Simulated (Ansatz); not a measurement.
Runs of Ansatz 0.2.0 on AlSn. The structure is hexagonal, space group P-6m2 (No. 187). The conventional cell has a = 4.198 Å, b = 4.198 Å, c = 3.307 Å, α = 90.00°, β = 90.00°, γ = 120.00°. Sn (site symmetry -6m2) is surrounded by 6 Al at 2.93 Å and 2 Sn at 3.31 Å. Around Al (site symmetry -6m2) lie 6 Sn at 2.93 Å and 2 Al at 3.31 Å. The cell comes from a database or a generator and needn't be the stable form of this composition.

```csv
level,cutoff (eV),gap on the mesh (eV),pressure (GPa),relaxed volume (Å³/atom)
PBEsol,420,none,0.0,24.35
BLYP,420,none,0.0,(b)
LDA,420,none,0.0,(a)
revPBE,420,none,0.0,25.83
r2SCAN,500,none,0.0,24.76
```

Alike in all rows: task relaxation of cell and atoms; potentials or basis Ansatz PAW; no spin polarisation; cell relaxed; k mesh 7 × 7 × 8; smearing fermi-dirac 0.05 eV.

Problem. Estimate the missing entries.

Solution. (a) 23.76; (b) 27.47.

Caveats: the plane-wave basis is chosen anew once the cell has moved, so the energies of steps on either side of that aren't comparable; the PAW data sets come from PBE, with cores solved anew for the run's functional, which leaves a small shift of forces and pressure.

A k mesh can miss the band edges, and the runs leave out spin-orbit coupling on Sn.

A gap of «none» marks a metal or a gap under the smearing width.

Runs at the PBE level aren't shown here.
